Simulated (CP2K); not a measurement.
Runs of CP2K 2026.2 on HfB. Symmetry: Fm-3m, No. 225, cubic system. Conventional cell: a = 4.620 Å, b = 4.620 Å, c = 4.620 Å, α = 90.00°, β = 90.00°, γ = 90.00°. Around Hf (site symmetry m-3m) lie 6 B at 2.31 Å. B (site symmetry m-3m) is surrounded by 6 Hf at 2.31 Å. 

```csv
task,level,potentials or basis,cell,smearing,EPS_DEFAULT,NGRIDS,CUTOFF of the grids,points a segment of the path (NPOINTS),bands added on the path,gap on the mesh (eV),pressure (GPa)
single point,PBEsol,"POTENTIAL_UZH Hf GTH-PBE-q12, B GTH-PBE-q3; TZVP-MOLOPT-PBE-GTH basis",as given,fermi-dirac 0.05 eV,1.0E-10,4,450 Ry,-,-,none,24.9
band structure,PBEsol,"POTENTIAL_UZH Hf GTH-PBE-q12, B GTH-PBE-q3; TZVP-MOLOPT-PBE-GTH basis",as given,fermi-dirac 0.05 eV,1.0E-9,4,450 Ry,6,6,none,24.9
band structure,PBE,"POTENTIAL_UZH Hf GTH-PBE-q12, B GTH-PBE-q3; TZVP-MOLOPT-PBE-GTH basis",as given,fermi-dirac 0.05 eV,1.0E-9,5,450 Ry,6,6,none,29.3
band structure,r2SCAN,"POTENTIAL_UZH Hf GTH-SCAN-q12, B GTH-SCAN-q3; TZVP-MOLOPT-SCAN-GTH basis",as given,fermi-dirac 0.1 eV,1.0E-9,5,675 Ry,6,2,none,25.0
single point,PBEsol,"POTENTIAL_UZH Hf GTH-PBE-q12, B GTH-PBE-q3; TZVP-MOLOPT-PBE-GTH basis",the cell as VASP's run set it,gaussian 0.1 eV,1.0E-10,4,450 Ry,-,-,none,(a)
band structure,r2SCAN,"POTENTIAL_UZH Hf GTH-SCAN-q12, B GTH-SCAN-q3; TZVP-MOLOPT-SCAN-GTH basis",as given,fermi-dirac 0.05 eV,1.0E-9,5,675 Ry,10,6,none,24.9
band structure,PBEsol,"POTENTIAL_UZH Hf GTH-PBE-q12, B GTH-PBE-q3; TZVP-MOLOPT-PBE-GTH basis",as given,fermi-dirac 0.0259 eV,1.0E-9,5,450 Ry,8,4,none,24.7
band structure,PBE,"POTENTIAL_UZH Hf GTH-PBE-q12, B GTH-PBE-q3; TZVP-MOLOPT-PBE-GTH basis",as given,fermi-dirac 0.05 eV,1.0E-10,5,450 Ry,6,4,none,29.3
```

Alike in all rows: no spin polarisation; k mesh 10 × 10 × 10.

**Question.** Estimate the missing entries.

**Answer.** (a) 24.8.

Caveats: the basis of atomic orbitals isn't converged, which shifts pressures, moduli and gaps; so large a pressure means that the cell lies far from this level's equilibrium, or that cutoff or potentials fall short (some runs); the potentials were made for another functional, which shifts forces and pressure (some runs); a pressure of tens of GPa on the cell as given is suspect, and the run, the potentials or the cell itself is likely at fault (some runs).

A k mesh can miss the band edges, and the runs leave out spin-orbit coupling on Hf.

A gap of «none» marks a metal or a gap under the smearing width.

Not every run made on this cell is shown here.
